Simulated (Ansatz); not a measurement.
# F2H7NSi: the cost of one run

All numbers below are computed with Ansatz 0.2.0 (RKS B3LYP/cc-pVDZ).

**1. The starting structure**

Bond lengths: Si1–H3 1.453 Å, Si1–H4 1.475 Å, Si1–N5 1.703 Å, Si1–F7 2.003 Å, N5–H10 1.003 Å, N5–H11 1.005 Å. Angles: H3–Si1–H4 106.5°, H3–Si1–N5 128.4°, H3–Si1–F7 80.9°, H4–Si1–N5 99.9°, H4–Si1–F7 165.7°, N5–Si1–F7 84.2°, Si1–N5–H10 121.3°, Si1–N5–H11 122.8°, H10–N5–H11 112.1°.

Structure file:

```xyz
11

Si   -0.4103   -0.8513    0.0594
H     1.2875   -0.3976    0.7096
H    -0.3811   -1.7144   -1.1090
H    -0.5820   -1.7352    1.2280
N    -1.5355    0.3674    0.4464
H     1.2748    1.0265   -1.0354
F     0.2480    0.4695   -1.2952
H     1.8789    0.3156    0.3938
F     2.2438    1.1963   -0.3525
H    -2.2359    0.2247    1.1506
H    -1.7882    1.0984   -0.1957
```

**2. A restrained relaxation towards end A**

Springs on the bonds that form and break draw the guess towards this end; the thresholds are loose.

input.yaml

```yaml
crystal:
  periodic: [false, false, false]
  atoms:
    - { symbol: Si, position_ang: [-0.4103, -0.8513, 0.0594] }
    - { symbol: H, position_ang: [1.2875, -0.3976, 0.7096] }
    - { symbol: H, position_ang: [-0.3811, -1.7144, -1.109] }
    - { symbol: H, position_ang: [-0.582, -1.7352, 1.228] }
    - { symbol: "N", position_ang: [-1.5355, 0.3674, 0.4464] }
    - { symbol: H, position_ang: [1.2748, 1.0265, -1.0354] }
    - { symbol: F, position_ang: [0.248, 0.4695, -1.2952] }
    - { symbol: H, position_ang: [1.8789, 0.3156, 0.3938] }
    - { symbol: F, position_ang: [2.2438, 1.1963, -0.3525] }
    - { symbol: H, position_ang: [-2.2359, 0.2247, 1.1506] }
    - { symbol: H, position_ang: [-1.7882, 1.0984, -0.1957] }
basis:
  gaussian: { orbitals: cc-pVDZ }
hamiltonian:
  xc: b3lyp
relax:
  f_tol: 0.15
  max_steps: 25
  restrain:
    - { distance: [0, 6], at: 2.98, k: 30.0 }
    - { distance: [5, 8], at: 2.18, k: 30.0 }
    - { distance: [7, 1], at: 1.92, k: 30.0 }
    - { distance: [0, 1], at: 1.42, k: 30.0 }
    - { distance: [5, 6], at: 0.88, k: 30.0 }
    - { distance: [7, 8], at: 0.88, k: 30.0 }
```

Command:

```bash
> ansatz run input.yaml --threads 2 --pin off --max-ram 3072MiB --backend cpu --events-out ev --progress --plain --runs-dir out
```

Q: Estimate wall time and peak memory on 2 threads of AMD EPYC 9R14 (Zen 4), shared host.

About 38 s, with a peak of 0.23 GiB.
